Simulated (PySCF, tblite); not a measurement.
**C6H8ClNS: geometry, infrared bands and NMR shifts**

What infrared bands and NMR shifts should C6H8ClNS (`C=C(Cl)C[C@H](C#N)SC`) show?

Programs: tblite 0.8.0 and PySCF 2.14.0, with density-fitted response routines of our own. Each step states its level of theory. These are calculated values for one molecule in the gas phase, unless marked as measured. Atoms count from 0, in the outputs and in this text.

### Step 1. The starting structure

17 atoms, charge 0, multiplicity 1; geometry from: force field or distance geometry start.

Bonds of the start (Å): C0–C1 1.32, C1–Cl2 1.76, C1–C3 1.49, C3–C4 1.53, C4–C5 1.44, C5–N6 1.14, C4–S7 1.83, S7–C8 1.81, C0–H9 1.12, C0–H10 1.09, C3–H11 1.11, C3–H12 1.13, C4–H13 1.11, C8–H14 1.15, C8–H15 1.10, C8–H16 1.11.

### Step 2. Optimising the geometry with GFN2-xTB

The job: settings as JSON, then the geometry in Å.

```
{"job": {"kind": "relax", "xc": "GFN2-xTB", "basis": "xTB"}, "charge": 0, "multiplicity": 1}
C     -2.473600     0.864200     0.546200
C     -1.932600    -0.112300    -0.151100
Cl    -2.796700    -1.630800    -0.384700
C     -0.569400    -0.020900    -0.751700
C      0.310000    -1.113000    -0.133500
C      0.408000    -0.939700     1.292100
N      0.477900    -0.790700     2.417200
S      1.981100    -0.940700    -0.851500
C      2.651700     0.624600    -0.250200
H     -3.498500     0.734000     0.968700
H     -1.970200     1.814100     0.716100
H     -0.670800    -0.194800    -1.844000
H     -0.092600     0.972600    -0.524000
H     -0.089200    -2.133300    -0.324600
H      1.943400     1.463600    -0.582300
H      3.638800     0.749400    -0.709300
H      2.675600     0.665600     0.855600
```

Started as:

```bash
$ OMP_NUM_THREADS=1 python probes_run.py task.json out
```

The driver reads the jobs from task.json and runs them one after another.

**Question.** This job is followed by: GFN2-xTB harmonic vibrations, gas phase; GIAO PBE0/pcSseg-1 NMR shielding, non-relativistic, gas phase. Predict these results of the whole session: strongest single infrared mode (GFN2-xTB); zero-point energy (GFN2-xTB); 13C shifts against TMS (PBE0/pcSseg-1); 1H shifts against TMS (PBE0/pcSseg-1, means over atoms taken as alike); 35Cl shifts against HCl (PBE0/pcSseg-1); 15N shifts against NH3 (PBE0/pcSseg-1); 33S shifts against CS2 (PBE0/pcSseg-1).

As calculated:

```
                                                              quantity                                      value
                             strongest single infrared mode (GFN2-xTB)                      2397 cm⁻¹, 150 km/mol
                                          zero-point energy (GFN2-xTB)                              77.7 kcal/mol
                                13C shifts against TMS (PBE0/pcSseg-1)  150.5, 124.1, 121.3, 49.0, 35.2, 16.3 ppm
1H shifts against TMS (PBE0/pcSseg-1, means over atoms taken as alike)     5.69, 5.64, 3.58, 2.72, 2.46, 2.33 ppm
                               35Cl shifts against HCl (PBE0/pcSseg-1)                                    243 ppm
                                15N shifts against NH3 (PBE0/pcSseg-1)                                  307.2 ppm
                                33S shifts against CS2 (PBE0/pcSseg-1)                                     36 ppm
```

What this shows: Over 94 steps the energy fell by 0.298 eV; of the close pairs, C8–H14 changed most, 1.147 to 1.086 Å. All 45 modes are real, so the xTB geometry is a minimum. The strongest single mode, at 2397 cm⁻¹, moves mainly C5 and N6. GFN2-xTB is a fitted tight-binding method: band positions and strengths are rough. Its intensities can rank the bands wrongly. C1 (fully substituted alkene carbon) lies farthest downfield among carbon, at 150.5 ppm; an sp2 carbon of a C=C bond.
